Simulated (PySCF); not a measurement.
# AsH₈NSi₂: a tour of settings

Aim: see how AsH₈NSi₂ (`N[SiH2][AsH][SiH3]`) answers to the choice of functional, basis, grid and SCF options, and what happens with inputs that are wrong on purpose.

The runs use PySCF 2.14.0, with density-fitted response routines of our own; the level of theory stands in each step. All values are computed, except where a source is named. Atoms count from 0, in the outputs and in this text.

1 further run of the same task is left out (set aside as unsound or not needed).

**1. The starting structure**

12 atoms, charge 0, multiplicity 1; geometry from: GFN2-xTB.

Bonds of the start (Å): N0–Si1 1.73, Si1–As2 2.34, As2–Si3 2.32, N0–H4 1.01, N0–H5 1.01, Si1–H6 1.47, Si1–H7 1.47, As2–H8 1.51, Si3–H9 1.47, Si3–H10 1.47, Si3–H11 1.47.

**2. Excited states and response: PBE0/pcSseg-1**

The job: settings as JSON, then the geometry in Å.

```
{"job": {"kind": "uv", "xc": "PBE0", "basis": "pcSseg-1", "nstates": 3, "ntriplets": 5, "tda": false, "grid": 1}, "charge": 0, "multiplicity": 1}
N      2.077658     0.490501     0.783257
Si     1.239291    -0.750837    -0.087775
As    -0.499552     0.074096    -1.421528
Si    -2.001864     0.497990     0.288981
H      1.577461     0.981408     1.507281
H      2.631847     1.147114     0.257254
H      2.282822    -1.364779    -0.920835
H      0.821292    -1.690119     0.963766
H     -1.056996    -1.298112    -1.692355
H     -3.351440     0.726111    -0.244901
H     -1.600508     1.731479     0.986994
H     -2.118812    -0.545538     1.318553
```

Level: TDDFT PBE0/pcSseg-1, vertical, gas phase, core orbitals frozen in the response.

The run is started by

```bash
> OMP_NUM_THREADS=1 python probes_run.py task.json out
```

The driver reads the jobs from task.json and runs them one after another.

What it wrote:

```text
final grid: 45056 points
cycle   1  E = -2873.5593804258  dE = -7.755e-01  |g| = 7.641e-01  |ddm| = 3.176e+00
cycle   2  E = -2873.5303409858  dE =  2.904e-02  |g| = 6.995e-01  |ddm| = 8.269e-01
cycle   3  E = -2873.5997992104  dE = -6.946e-02  |g| = 1.831e-01  |ddm| = 6.595e-01
cycle   4  E = -2873.6070170278  dE = -7.218e-03  |g| = 2.942e-02  |ddm| = 1.735e-01
cycle   5  E = -2873.6071232108  dE = -1.062e-04  |g| = 4.707e-03  |ddm| = 2.246e-02
cycle   6  E = -2873.6071273222  dE = -4.111e-06  |g| = 1.100e-03  |ddm| = 7.413e-03
cycle   7  E = -2873.6071276936  dE = -3.714e-07  |g| = 2.896e-04  |ddm| = 2.444e-03
cycle   8  E = -2873.6071277231  dE = -2.945e-08  |g| = 7.711e-05  |ddm| = 5.604e-04
cycle   9  E = -2873.6071277247  dE = -1.603e-09  |g| = 1.597e-05  |ddm| = 1.218e-04
cycle  10  E = -2873.6071277248  dE = -6.594e-11  |g| = 4.419e-06  |ddm| = 2.837e-05
converged SCF energy = -2873.6071277248

Static polarisability (au): isotropic 87.882, principal 73.750 84.689 105.208

Singlet excitations
state   eV       nm        f      main configurations
  1   5.5463    223.5   0.00400   H->L 0.97
  2   6.1108    202.9   0.02114   H->L+1 0.95
  3   6.2683    197.8   0.00671   H-1->L 0.93

Triplet excitations (Tamm-Dancoff, eV): 5.1216 5.5284 5.7203 5.9547 6.0833
```

Wall time 25 s (1 thread, shared host).

The orbitals next to the gap, with their largest atomic shares:

| orbital | eV | atoms |
| --- | --- | --- |
| HOMO−3 | -9.61 | H10 26 %, Si3 26 %, As2 16 % |
| HOMO−2 | -8.88 | As2 30 %, Si3 19 %, N0 14 % |
| HOMO−1 | -7.72 | As2 48 %, N0 29 %, Si3 10 % |
| HOMO | -7.01 | As2 46 %, N0 34 %, Si1 8 % |
| LUMO | -0.16 | Si1 34 %, As2 20 %, Si3 12 % |
| LUMO+1 | 0.25 | Si3 45 %, As2 34 %, Si1 9 % |
| LUMO+2 | 0.59 | As2 38 %, H8 23 %, Si3 19 % |

With each of the 3 states as a Gaussian band of 0.4 eV half-width at 1/e, the curve within the window shown has maxima at 202 nm (ε 1,100) L/(mol cm). Beyond the last state computed it falls off for lack of states. The curve at chosen wavelengths:

nm, ε (L/mol/cm) and a bar:
```
      189        386 ##########
      191        528 ##############
      194        756 ####################
      196        896 ########################
      199       1052 #############################
      201       1105 ##############################
      204       1099 ##############################
      206       1045 ############################
      209        912 #########################
      211        805 ######################
      213        698 ###################
      216        549 ###############
      218        464 ############
      221        362 #########
      223        308 ########
      226        243 ######
      228        208 #####
      230        178 ####
      233        139 ###
      235        117 ###
      238         87 ##
      240         71 #
      243         50 #
      245         39 #
      248         26 
      250         20
```

Ground-state properties from the same run:

| property | computed |
| --- | --- |
| dipole moment (D) | 0.64 |
| polarisability (Å³) | 13.02 |
| HOMO–LUMO gap (eV) | 6.85 |
| −ε(HOMO) (eV) | 7.01 |

**3. TDDFT and polarisability: mPW1PW91/def2-SVPD**

Same as in step 2 but for these lines:

```diff
@@ -1,2 +1,2 @@
-{"job": {"kind": "uv", "xc": "PBE0", "basis": "pcSseg-1", "nstates": 3, "ntriplets": 5, "tda": false, "grid": 1}, "charge": 0, "multiplicity": 1}
+{"job": {"kind": "uv", "xc": "mPW1PW91", "basis": "def2-SVPD", "nstates": 25, "ntriplets": 2, "tda": false}, "charge": 0, "multiplicity": 1}
 N      2.077658     0.490501     0.783257
```

Level: TDDFT mPW1PW91/def2-SVPD, vertical, gas phase, core orbitals frozen in the response.

What it wrote:

```text
coarse grid: 45056 points
cycle   1  E = -2874.1172957476  dE = -6.983e-01  |g| = 4.150e-01  |ddm| = 4.041e+00
cycle   2  E = -2874.0858812486  dE =  3.141e-02  |g| = 5.489e-01  |ddm| = 1.606e+00
cycle   3  E = -2874.1535355850  dE = -6.765e-02  |g| = 6.012e-02  |ddm| = 9.449e-01
cycle   4  E = -2874.1544028917  dE = -8.673e-04  |g| = 9.917e-03  |ddm| = 1.250e-01
cycle   5  E = -2874.1544336527  dE = -3.076e-05  |g| = 6.246e-03  |ddm| = 3.688e-02
cycle   6  E = -2874.1544455159  dE = -1.186e-05  |g| = 7.452e-04  |ddm| = 1.217e-02
cycle   7  E = -2874.1544455992  dE = -8.329e-08  |g| = 1.700e-04  |ddm| = 1.821e-03
final grid: 90896 points
cycle   8  E = -2874.1544798648  dE = -1.189e-07  |g| = 1.731e-04  |ddm| = 5.255e-03
cycle   9  E = -2874.1544798668  dE = -1.954e-09  |g| = 1.609e-04  |ddm| = 5.684e-04
cycle  10  E = -2874.1544798722  dE = -5.458e-09  |g| = 1.172e-05  |ddm| = 2.470e-04
cycle  11  E = -2874.1544798723  dE = -3.774e-11  |g| = 6.240e-06  |ddm| = 4.474e-05
converged SCF energy = -2874.1544798723

Static polarisability (au): isotropic 98.705, principal 82.988 96.291 116.836

Singlet excitations
state   eV       nm        f      main configurations
  1   5.4792    226.3   0.00136   H->L 0.96
  2   5.9421    208.7   0.04222   H->L+1 0.94
  3   6.1719    200.9   0.00801   H-1->L 0.51, H->L+2 0.32
  4   6.1993    200.0   0.00983   H->L+2 0.50, H-1->L 0.41
  5   6.4102    193.4   0.08313   H->L+3 0.67, H->L+2 0.09, H->L+4 0.08
  6   6.5295    189.9   0.04172   H->L+4 0.83, H->L+3 0.09
  7   6.8343    181.4   0.17763   H-1->L+1 0.79
  8   6.8676    180.5   0.00196   H-1->L+3 0.59, H-1->L+2 0.36
  9   7.0187    176.6   0.03722   H-1->L+2 0.48, H-1->L+3 0.28, H->L+5 0.10
 10   7.1924    172.4   0.00548   H->L+5 0.45, H-1->L+4 0.36
 11   7.2938    170.0   0.00202   H->L+6 0.36, H-1->L+4 0.34, H->L+5 0.23
 12   7.3345    169.0   0.05675   H->L+6 0.42, H-2->L 0.18, H->L+5 0.14
 13   7.5273    164.7   0.23409   H-2->L 0.51, H->L+6 0.14, H->L+8 0.09
 14   7.6962    161.1   0.03062   H->L+7 0.82
 15   7.7649    159.7   0.07286   H->L+8 0.80
 16   7.8224    158.5   0.12974   H-2->L+1 0.57, H-1->L+5 0.30
 17   7.9272    156.4   0.01926   H-1->L+5 0.36, H-2->L+3 0.26, H-2->L+1 0.13
 18   7.9817    155.3   0.06660   H-2->L+2 0.35, H-1->L+6 0.33
 19   8.0379    154.2   0.02284   H-1->L+6 0.39, H-2->L+2 0.14, H->L+9 0.12
 20   8.1198    152.7   0.02202   H-2->L+3 0.43, H-2->L+2 0.24
 21   8.1655    151.8   0.09769   H->L+9 0.60, H-1->L+6 0.18
 22   8.2213    150.8   0.02692   H-4->L 0.36, H-3->L 0.34, H-2->L+4 0.09
 23   8.2702    149.9   0.07301   H-3->L 0.31, H-3->L+1 0.17, H-4->L 0.17
 24   8.3012    149.4   0.02736   H-3->L+1 0.35, H-4->L 0.32, H-2->L+4 0.14
 25   8.3883    147.8   0.03251   H->L+10 0.29, H-1->L+7 0.20, H->L+11 0.15

Triplet excitations (Tamm-Dancoff, eV): 5.0502 5.3705
```

Run time: 64 s. Hardware: 1 thread, shared host.

In short: HOMO -7.03 eV, LUMO -0.30 eV; lowest singlet 5.48 eV.

**4. Ultraviolet spectrum: X3LYP/def2-SVPD**

Same as in step 3 but for these lines:

```diff
@@ -1,2 +1,2 @@
-{"job": {"kind": "uv", "xc": "mPW1PW91", "basis": "def2-SVPD", "nstates": 25, "ntriplets": 2, "tda": false}, "charge": 0, "multiplicity": 1}
+{"job": {"kind": "uv", "xc": "X3LYP", "basis": "def2-SVPD", "nstates": 6, "ntriplets": 2, "tda": true, "grid": 0, "scf": {"max_cycle": 2}}, "charge": 0, "multiplicity": 1}
 N      2.077658     0.490501     0.783257
```

With the program's defaults for keys left out, this is: TDA X3LYP/def2-SVPD, vertical, gas phase, core orbitals frozen in the response.

What it wrote:

```text
final grid: 11720 points
cycle   1  E = -2873.7200923990  dE = -6.856e-01  |g| = 4.656e-01  |ddm| = 4.059e+00
cycle   2  E = -2873.6662295267  dE =  5.386e-02  |g| = 6.614e-01  |ddm| = 1.843e+00
SCF not converged, last energy = -2873.6662295267
```

Wall time 3.4 s (1 thread, shared host).

Diagnosis: The cap of 2 cycles ended the SCF at a gradient of 6.6e-01. Cure: raise the cap. Numbers printed on the way are no properties of the molecule.

**5. Shielding tensors: WP04/ANO-RCC-VDZP**

Same as in step 4 but for these lines:

```diff
@@ -1,2 +1,2 @@
-{"job": {"kind": "uv", "xc": "X3LYP", "basis": "def2-SVPD", "nstates": 6, "ntriplets": 2, "tda": true, "grid": 0, "scf": {"max_cycle": 2}}, "charge": 0, "multiplicity": 1}
+{"job": {"kind": "nmr", "xc": "WP04", "basis": "ANO-RCC-VDZP", "pop": false}, "charge": 0, "multiplicity": 1}
 N      2.077658     0.490501     0.783257
```

Level: GIAO WP04/ANO-RCC-VDZP NMR shielding, non-relativistic, gas phase.

ANO-RCC is contracted for a relativistic Hamiltonian, so without one its core functions misfit and properties at heavier nuclei are off.

What it wrote:

```text
coarse grid: 45056 points
cycle   1  E = -2878.3271657450  dE =  7.552e-02  |g| = 6.514e-01  |ddm| = 4.292e+00
cycle   2  E = -2878.1527084260  dE =  1.745e-01  |g| = 1.057e+00  |ddm| = 1.618e+00
cycle   3  E = -2878.4182406957  dE = -2.655e-01  |g| = 7.994e-02  |ddm| = 1.232e+00
cycle   4  E = -2878.4200266994  dE = -1.786e-03  |g| = 3.271e-02  |ddm| = 1.715e-01
cycle   5  E = -2878.4203680354  dE = -3.413e-04  |g| = 6.434e-03  |ddm| = 6.156e-02
cycle   6  E = -2878.4203830464  dE = -1.501e-05  |g| = 1.966e-03  |ddm| = 1.249e-02
cycle   7  E = -2878.4203845885  dE = -1.542e-06  |g| = 2.884e-04  |ddm| = 3.133e-03
final grid: 90896 points
cycle   8  E = -2878.4204578331  dE = -1.182e-07  |g| = 2.728e-04  |ddm| = 2.438e-03
cycle   9  E = -2878.4204578322  dE =  8.258e-10  |g| = 2.805e-04  |ddm| = 8.126e-04
cycle  10  E = -2878.4204578653  dE = -3.310e-08  |g| = 4.140e-05  |ddm| = 4.312e-04
cycle  11  E = -2878.4204578658  dE = -4.857e-10  |g| = 9.729e-06  |ddm| = 5.439e-05
converged SCF energy = -2878.4204578658

GIAO shielding tensors (ppm)
atom      isotropic    diamagn.    paramagn.     s11        s22        s33       span
  0 N      241.459     306.905     -65.446    221.226    240.634    262.516     41.290
  1 Si     426.689     886.684    -459.995    384.984    434.511    460.572     75.587
  2 As    2024.673    2966.607    -941.935   1906.173   1936.630   2231.215    325.041
  3 Si     475.553     887.367    -411.814    437.814    473.408    515.438     77.624
  4 H       31.948      33.227      -1.279     25.075     29.572     41.198     16.123
  5 H       31.864      31.452       0.413     25.420     28.089     42.083     16.663
  6 H       27.355      30.019      -2.664     23.263     26.130     32.671      9.408
  7 H       27.188      32.466      -5.278     23.107     26.168     32.290      9.184
  8 H       31.370      31.908      -0.539     24.336     25.658     44.116     19.780
  9 H       28.329      29.400      -1.071     24.731     25.850     34.406      9.674
 10 H       28.512      32.244      -3.732     25.205     26.419     33.911      8.707
 11 H       28.227      32.121      -3.894     24.606     26.092     33.983      9.377
```

Wall time 47 s (1 thread, shared host).

The references, computed at this level on geometries of the same kind, shield at (ppm): 1H TMS 32.08, 29Si TMS 398.0, 15N NH3 256.0. Their shielding less the atom's gives the shift. The references are single molecules in the gas phase, so shifts against H2O, NH3, PH3, H3PO4 or CFCl3 are not on the usual liquid scales and can be off by tens of ppm. Atoms listed in one row are averaged.

| atoms | environment | σ (ppm) | δ (ppm) |
| --- | --- | --- | --- |
| H6, H7 | hydrogen on a silicon bonded to As, N | 27.27 | 4.81 |
| H9, H10, H11 | hydrogen on a silicon bonded to As | 28.36 | 3.72 |
| H8 | hydrogen on an arsenic bonded to 2 Si | 31.37 | 0.71 |
| H4, H5 | hydrogen on a nitrogen bonded to Si | 31.91 | 0.17 |
| N0 | nitrogen bonded to Si, 2 H | 241.5 | 14.6 |
| Si1 | silicon bonded to As, N, 2 H | 426.7 | -28.7 |
| Si3 | silicon bonded to As, 3 H | 475.6 | -77.6 |
| As2 | arsenic bonded to 2 Si, H | 2025 | – |

**6. Run by run: electronic excitations**

Excitations and ground-state properties, with basis size and wall time:

| run | lowest singlet (eV) | brightest (eV) | f | gap (eV) | α (Å³) | μ (D) | functions | time |
| --- | --- | --- | --- | --- | --- | --- | --- | --- |
| PBE0/pcSseg-1 | 5.55 | 6.11 | 0.021 | 6.85 | 13.02 | 0.64 | 146 | 25 s |
| mPW1PW91/def2-SVPD | 5.48 | 7.53 | 0.234 | 6.73 | 14.63 | 0.63 | 170 | 64 s |

**7. Outcome**

| quantity | value |
| --- | --- |
| lowest singlet (PBE0/pcSseg-1) | 5.55 eV (224 nm), f = 0.004 |
| brightest single state of those computed | state 2, 6.11 eV, f = 0.021 |
| lowest triplet | 5.12 eV |
| 1H shifts against TMS (WP04/ANO-RCC-VDZP, means over atoms taken as alike) | 4.81, 3.72, 0.71, 0.17 ppm |
| 15N shifts against NH3 (WP04/ANO-RCC-VDZP) | 14.6 ppm |
| 29Si shifts against TMS (WP04/ANO-RCC-VDZP) | -28.7, -77.6 ppm |
| shieldings of As (WP04/ANO-RCC-VDZP) | As2 2024.7 ppm |
| range of the lowest singlet | 5.48 to 5.55 eV |
| property runs in this session | 4, of which 1 failed and 0 gave unsound results |

What this shows: Single values in the summary come from the first run of each kind that ended normally (PBE0/pcSseg-1; WP04/ANO-RCC-VDZP), which need not be the best level. The lowest singlet, at 5.55 eV, is HOMO→LUMO 0.97 and is weak; of the 3 states computed, the strongest absorption comes from state 2 at 6.11 eV. The lowest triplet lies 0.42 eV below the lowest singlet (triplets in Tamm-Dancoff, singlets in full TDDFT). At WP04/ANO-RCC-VDZP: The widest tensor belongs to As2: span 325 ppm, with a paramagnetic part of -942 ppm. The lowest singlet runs from 5.48 eV (mPW1PW91/def2-SVPD) to 5.55 eV (PBE0/pcSseg-1), while the orbital gap spans 6.73 to 6.85 eV. The lowest state need not be the same one in every run. The runs solved for a few states only, so the brightest column depends on that window. Spin-orbit coupling is left out, which matters for shieldings and couplings at and beside the heavy atoms.
